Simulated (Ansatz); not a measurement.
Cd2S:

```
Cd S
1.0
     3.96267    0.00000    0.00000
    -1.98134    3.43177    0.00000
     0.00000    0.00000    5.80919
Cd S
2 1
Cartesian
  0.0000 2.2878 5.4183
  1.9813 1.1439 3.3620
  0.0000 2.2878 2.1245
```

The cell comes from a database or a generator and needn't be the stable form of this composition.

Base run:

| Item | Value |
| --- | --- |
| Program | Ansatz 0.2.0 |
| Functional | r2SCAN0 form with a typed share of exact exchange |
| Potentials or basis | Ansatz PAW |
| Cutoff | 500 eV (not typed: the program's choice for these potentials) |
| k mesh | 5 × 5 × 3 |
| Occupations | fermi-dirac, width 0.05 eV |
| Spin | no spin polarisation |

Its results: band gap on the k mesh 2.53 eV, direct; pressure -2.8 GPa; largest force 0.380 eV/Å.

Q: The run is repeated on the same cell with these changes: share of exact exchange from 0.5 to 0.1. What comes out?

A: Band gap on the k mesh 1.50 eV, indirect (least direct gap 1.72 eV); pressure -2.1 GPa; largest force 0.087 eV/Å.

Caveats: odd divisions of the mesh miss points on the zone boundary, where band edges often lie, so the gap on the mesh can be too wide; the PAW data sets come from PBE, with cores solved anew for the run's functional, which leaves a small shift of forces and pressure; the thresholds are loose for stress.

A k mesh can miss the band edges.
